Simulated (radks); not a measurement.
# Fractional charge and spin in the 3d shell of copper

Aim: the energy as the spin-up occupation of 3d runs from 4 to 5 and the spin-down one from 4 to 5, against the two flat planes that join the four corners. Added charge counts from the emptiest corner (up 4, down 4).

The numbers are computed with radks (a radial shooting solver on a logarithmic mesh, Libxc functionals) version 1 (non-relativistic Kohn-Sham, BLYP, spin-polarised, spherical densities, point nucleus), except any that are marked as measured or tabulated.

## (1) The system

| Item | Value |
| --- | --- |
| element | copper (Z = 29) |
| configuration | [Ar] 3d(up 5, down 5) |

A shell typed twice in an input gives spin up, then spin down.

## (2) 3d: up 5, down 5

The run's settings:

```text
Z 29
configuration [Ar] 3d5 3d5
relativity non-relativistic
functional b88,lyp
spin polarised
nucleus point
```

## (3) 3d: up 5, down 4.75

The run's settings:

```text
Z 29
configuration [Ar] 3d5 3d4.75
relativity non-relativistic
functional b88,lyp
spin polarised
nucleus point
```

## (4) 3d: up 5, down 4.5

The run's settings:

```text
Z 29
configuration [Ar] 3d5 3d4.5
relativity non-relativistic
functional b88,lyp
spin polarised
nucleus point
```

## (5) 3d: up 5, down 4.25

The run's settings:

```text
Z 29
configuration [Ar] 3d5 3d4.25
relativity non-relativistic
functional b88,lyp
spin polarised
nucleus point
```

## (6) 3d: up 5, down 4

The run's settings:

```text
Z 29
configuration [Ar] 3d5 3d4
relativity non-relativistic
functional b88,lyp
spin polarised
nucleus point
```

## (7) 3d: up 4.75, down 4.75

The run's settings:

```text
Z 29
configuration [Ar] 3d4.75 3d4.75
relativity non-relativistic
functional b88,lyp
spin polarised
nucleus point
```

## (8) 3d: up 4.75, down 4.5

The run's settings:

```text
Z 29
configuration [Ar] 3d4.75 3d4.5
relativity non-relativistic
functional b88,lyp
spin polarised
nucleus point
```

## (9) 3d: up 4.75, down 4.25

The run's settings:

```text
Z 29
configuration [Ar] 3d4.75 3d4.25
relativity non-relativistic
functional b88,lyp
spin polarised
nucleus point
```

## (10) 3d: up 4.75, down 4

The run's settings:

```text
Z 29
configuration [Ar] 3d4.75 3d4
relativity non-relativistic
functional b88,lyp
spin polarised
nucleus point
```

## (11) 3d: up 4.5, down 4.5

The run's settings:

```text
Z 29
configuration [Ar] 3d4.5 3d4.5
relativity non-relativistic
functional b88,lyp
spin polarised
nucleus point
```

## (12) 3d: up 4.5, down 4.25

The run's settings:

```text
Z 29
configuration [Ar] 3d4.5 3d4.25
relativity non-relativistic
functional b88,lyp
spin polarised
nucleus point
```

## (13) 3d: up 4.5, down 4

The run's settings:

```text
Z 29
configuration [Ar] 3d4.5 3d4
relativity non-relativistic
functional b88,lyp
spin polarised
nucleus point
```

## (14) 3d: up 4.25, down 4.25

The run's settings:

```text
Z 29
configuration [Ar] 3d4.25 3d4.25
relativity non-relativistic
functional b88,lyp
spin polarised
nucleus point
```

## (15) 3d: up 4.25, down 4

The run's settings:

```text
Z 29
configuration [Ar] 3d4.25 3d4
relativity non-relativistic
functional b88,lyp
spin polarised
nucleus point
```

## (16) 3d: up 4, down 4

The run's settings:

```text
Z 29
configuration [Ar] 3d4 3d4
relativity non-relativistic
functional b88,lyp
spin polarised
nucleus point
```

What does the calculation give? Wanted: for each run, down \ up; 4; 4.25; 4.5; 4.75; 5.

**Answer**, as computed:

```
down \ up       4    4.25     4.5    4.75       5
        4   0.000  -1.791  -2.359  -1.747   0.000
     4.25  -1.791  -2.291  -1.614   0.195  -1.482
      4.5  -2.359  -1.614   0.260  -1.356  -1.940
     4.75  -1.747   0.195  -1.356  -1.879  -1.427
        5   0.000  -1.482  -1.940  -1.427   0.000
```

In words: The table gives the energy in eV minus the planes, whose edge runs along up + down = one added electron; mirror points follow by spin symmetry. With half an added electron in each spin it lies 0.26 eV above the planes. With half an electron added in spin up alone it lies 2.36 eV below them. The planes are only a guide here: the condition holds for ground states with one frontier orbital, and this shell is degenerate.
